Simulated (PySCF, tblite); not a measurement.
**C8H9 radical: geometry, infrared bands and EPR parameters**

Wanted: the infrared bands and EPR parameters of C8H9 radical (`C[CH]C#CC=C1CC1`), by calculation.

Computed with tblite 0.8.0 and PySCF 2.14.0, with density-fitted response routines of our own, on a single molecule in the gas phase. Atoms are numbered from 0 throughout.

## Step 1: Starting geometry

17 atoms, charge 0, multiplicity 2; geometry from: force field or distance geometry start.

Bonds of the start (Å): C0–C1 1.50, C1–C2 1.45, C2–C3 1.23, C3–C4 1.45, C4–C5 1.34, C5–C6 1.47, C6–C7 1.52, C7–C5 1.50, C0–H8 1.10, C0–H9 1.12, C0–H10 1.10, C1–H11 1.11, C4–H12 1.08, C6–H13 1.12, C6–H14 1.11, C7–H15 1.08, C7–H16 1.12.

## Step 2: Optimising the geometry with GFN2-xTB

The job: settings as JSON, then the geometry in Å.

```
{"job": {"kind": "relax", "xc": "GFN2-xTB", "basis": "xTB"}, "charge": 0, "multiplicity": 2}
C      3.221100     0.836800     0.051400
C      2.980200    -0.614700     0.361800
C      1.572600    -0.795800     0.648200
C      0.368300    -0.950300     0.858800
C     -1.039100    -1.170700     1.150600
C     -1.965200    -0.432500     0.517400
C     -3.326300     0.014800     0.188600
C     -2.137100     0.679800    -0.481500
H      2.675000     1.449800     0.783900
H      2.886500     1.103900    -0.978900
H      4.302300     1.016300     0.104600
H      3.311000    -1.238200    -0.491800
H     -1.323000    -1.929400     1.869100
H     -3.902600    -0.749200    -0.396000
H     -3.839800     0.646900     0.942100
H     -1.893200     0.466100    -1.513000
H     -1.897700     1.678300    -0.027200
```

Started as:

```console
$ OMP_NUM_THREADS=1 python probes_run.py task.json out
```

This one command runs all jobs of the session in turn.

**Question.** This job is followed by: GFN2-xTB harmonic vibrations, gas phase; UKS B3LYP, pcH-1 on C H, non-relativistic, mean-field spin-orbit, GIAO. Predict these results of the whole session: strongest single infrared mode (GFN2-xTB); zero-point energy (GFN2-xTB); g(iso) (B3LYP); ⟨S²⟩; largest a(iso) (averaged by class); potential on the surface of density 0.002 e/bohr³, 1st and 99th percentile.

As calculated:

| quantity | value |
| --- | --- |
| strongest single infrared mode (GFN2-xTB) | 3049 cm⁻¹, 62 km/mol |
| zero-point energy (GFN2-xTB) | 84.9 kcal/mol |
| g(iso) (B3LYP) | 2.00270 |
| ⟨S²⟩ | 0.786 (exact 0.75) |
| largest a(iso) (averaged by class) | 13C on C2, -56.7 MHz |
| potential on the surface of density 0.002 e/bohr³, 1st and 99th percentile | -0.79 V and 0.78 V |

What this shows: The optimisation took 126 steps and gained 1.127 eV; among the close pairs (by a distance rule), C1–C2 changed most, from 1.448 to 1.341 Å. No mode is imaginary among the 45: a minimum at this level. Unscaled tight-binding wavenumbers are off by several per cent, some by more. Its intensities can rank the bands wrongly. The largest spin populations lie on C1 (0.61 e), C3 (0.45 e). The isotropic g lies 0.4 ppt above the free-electron value. The conformer search found further structures of the same energy, which may be mirror or relabelled copies of this one.
